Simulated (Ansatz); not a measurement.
# ReH8Br6N2: the cost of one run

All numbers below are computed with Ansatz 0.2.0 (DFT PBE, plane waves, PAW, scalar-relativistic, no spin polarisation).

## (1) The structure to begin with

The cell holds 17 atoms (Br6H8N2Re): a = 7.466 Å, b = 7.466 Å, c = 7.466 Å, α = 60.00°, β = 60.00°, γ = 60.00°.

The coordinates stand in the first input below.

## (2) Run 1

150 steps of 0.5 fs under a Langevin thermostat at 1200 K.

input.yaml

```yaml
accuracy: low
crystal:
  lattice:
    - [0.0, 5.279288, 5.279288]
    - [5.279288, 0.0, 5.279288]
    - [5.279288, 5.279288, 0.0]
  atoms:
    - { symbol: Re, position: [0.0, 0.0, 0.0] }
    - { symbol: H, position: [0.078676, 0.307108, 0.307108] }
    - { symbol: H, position: [0.692892, 0.692892, 0.921324] }
    - { symbol: H, position: [0.692892, 0.692892, 0.692892] }
    - { symbol: H, position: [0.692892, 0.921324, 0.692892] }
    - { symbol: H, position: [0.307108, 0.078676, 0.307108] }
    - { symbol: H, position: [0.307108, 0.307108, 0.078676] }
    - { symbol: H, position: [0.307108, 0.307108, 0.307108] }
    - { symbol: H, position: [0.921324, 0.692892, 0.692892] }
    - { symbol: Br, position: [0.759005, 0.759005, 0.240995] }
    - { symbol: Br, position: [0.240995, 0.759005, 0.759005] }
    - { symbol: Br, position: [0.759005, 0.240995, 0.240995] }
    - { symbol: Br, position: [0.759005, 0.240995, 0.759005] }
    - { symbol: Br, position: [0.240995, 0.759005, 0.240995] }
    - { symbol: Br, position: [0.240995, 0.240995, 0.759005] }
    - { symbol: "N", position: [0.25, 0.25, 0.25] }
    - { symbol: "N", position: [0.75, 0.75, 0.75] }
basis:
  ecutwfc: 420.0
kpoints:
  mp_grid: { grid: [2, 2, 2] }
hamiltonian:
  xc: pbe
scf:
  occupations: { method: fermi_dirac, width: 0.05 }
  lower_state_search: "off"
md:
  timestep: 0.5
  n_steps: 150
  ensemble: nvt_langevin
  temperature: 1200.0
  initial_velocities: maxwell_boltzmann
  seed: 706218
  friction: 0.01
```

On the command line:

```sh
$ ansatz run input.yaml --threads 1 --pin off --max-ram 3072MiB --backend cpu --events-out ev --progress --plain --runs-dir out
```

**Question.** How long does this run take on 1 thread of Arm Neoverse V1, shared host, and how much memory does it need?

About 15 min, with a peak of 0.62 GiB.
